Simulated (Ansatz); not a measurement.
**CH5BSeSi: small, medium and large basis sets**

How large a basis does CH5BSeSi need? Two functionals are run in growing sets.

The runs use Ansatz 0.2.0, Gaussian basis; one geometry, several basis sets.

Levels to be run: PBE0-D4/def2-SVP; ωB97M-V/def2-SVP; PBE0-D4/def2-QZVPP; ωB97M-V/def2-QZVPP; the functionals' def2-TZVPP values are taken from earlier runs.

### 1 Structure used throughout

An earlier PBE0-D4 in a triple-zeta def2 set relaxation fixed the geometry.

9 atoms, charge 0, spin multiplicity 1.

Atoms are counted from 1 here; the program's logs count them from 0.

Bond lengths: Se1–Si2 2.267 Å, Se1–H5 1.468 Å, Si2–B3 1.886 Å, Si2–C4 2.093 Å, Si2–H6 1.479 Å, B3–C4 1.477 Å, B3–H7 1.187 Å, C4–H8 1.093 Å, C4–H9 1.090 Å. Angles: Si2–Se1–H5 93.1°, Se1–Si2–B3 124.5°, Se1–Si2–C4 130.0°, Se1–Si2–H6 108.4°, B3–Si2–C4 43.2°, B3–Si2–H6 126.9°, C4–Si2–H6 99.4°, Si2–B3–C4 75.9°, Si2–B3–H7 137.2°, C4–B3–H7 130.8°, Si2–C4–B3 60.9°, Si2–C4–H8 82.3°, Si2–C4–H9 143.8°, B3–C4–H8 125.9°, B3–C4–H9 122.8°, H8–C4–H9 110.4°.

### 2 PBE0-D4 in def2-SVP

File in.yaml:

```yaml
crystal:
  periodic: [false, false, false]
  atoms:
    - {symbol: Se, position_ang: [-1.457503, 0.108085, 2.170587]}
    - {symbol: Si, position_ang: [-0.664214, 0.352629, 0.061003]}
    - {symbol: B, position_ang: [1.037470, 1.045266, -0.366710]}
    - {symbol: C, position_ang: [1.101501, -0.363578, -0.804133]}
    - {symbol: H, position_ang: [-2.501754, -0.836923, 1.754680]}
    - {symbol: H, position_ang: [-1.647740, -0.228356, -0.878101]}
    - {symbol: H, position_ang: [1.852989, 1.732678, 0.153570]}
    - {symbol: H, position_ang: [0.396553, -0.859299, -1.476960]}
    - {symbol: H, position_ang: [1.971198, -0.996702, -0.631137]}
basis:
  gaussian: {orbitals: def2-SVP}
hamiltonian: {xc: pbe0, dispersion: d4}
output: {orbitals: {seedname: orbitals}}
```

The run is started by

```bash
$ ansatz run in.yaml --threads 4 --pin off --events-out ev --progress --plain --max-ram 10444MiB
```

Further steps of the session: ωB97M-V in def2-SVP; PBE0-D4 in def2-QZVPP; ωB97M-V in def2-QZVPP.

**Question.** What will the summary of the whole plan be? Wanted: PBE0-D4: double and triple zeta above quadruple; ωB97M-V: double and triple zeta above quadruple.

As calculated:

```
                                       quantity           value
PBE0-D4: double and triple zeta above quadruple  14.46, 1.74 eV
ωB97M-V: double and triple zeta above quadruple  14.50, 1.67 eV
```

PBE0-D4 gains 12.72 eV from double to triple zeta, then 1.74 eV more. Total energies overstate the basis error of differences, where much of it tends to cancel.
